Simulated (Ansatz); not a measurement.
# As: the cost of one run

Computed with Ansatz 0.2.0 (DFT LDA, scalar-relativistic, unless a step's input says otherwise).

## 1. The system as given

The structure is trigonal, space group R-3m (No. 166). The conventional cell has a = 3.759 Å, b = 3.759 Å, c = 10.457 Å, α = 90.00°, β = 90.00°, γ = 120.00°. As (site symmetry 3m) is surrounded by 3 As at 2.52 Å.

Structure file:

```xyz
2
Lattice="1.8797 1.0853 3.4858 -1.8797 1.0853 3.4858 0.0000 -2.1705 3.4858" Properties=species:S:1:pos:R:3 pbc="T T T"
As    0.0000    0.0000    2.3795
As    0.0000    0.0000    8.0779
```

Atoms are numbered in the order of the input: As1, As2.

## 2. The deformed structure

Space group R-3m before, P-1 after.

## 3. All-electron LAPW

input.yaml reads:

```yaml
crystal:
  lattice:
    - [1.9026046768, 1.1121014526, 3.5005951166]
    - [-1.8568942382, 1.093303958, 3.481797622]
    - [0.0065761114, -2.1531188606, 3.4749172614]
  atoms:
    - { symbol: As, position: [0.22754, 0.22754, 0.22754] }
    - { symbol: As, position: [0.77246, 0.77246, 0.77246] }
kpoints:
  mp_grid: { grid: [13, 13, 13] }
  band_path:
    path:
      - [0.0, 0.0, 0.0]
      - [-0.5, -0.5, -0.5]
      - [0.5, 0.0, 0.0]
      - [0.0, 0.0, 0.0]
      - [0.0, 0.0, 0.5]
      - [0.0, -0.5, 0.0]
      - [0.0, 0.0, 0.0]
      - [0.5, 0.0, 0.5]
      - [-0.5, -0.5, 0.0]
    npoints: 5
scf:
  occupations: { method: fermi_dirac, width: 0.05 }
hamiltonian:
  xc: lda
  pseudopotentials: { kind: all_electron, lapw: { basis_error: 0.001 } }
output:
  forces: true
  stress: true
  eigenvalues: true
```

Command:

```sh
> ansatz run input.yaml --threads 1 --pin off --max-ram 3072MiB --backend cpu --events-out ev --progress --plain --runs-dir out
```

What time and memory should one allow on 1 thread of Arm Neoverse V1, shared host?

About 5.9 min, with a peak of 2.5 GiB.
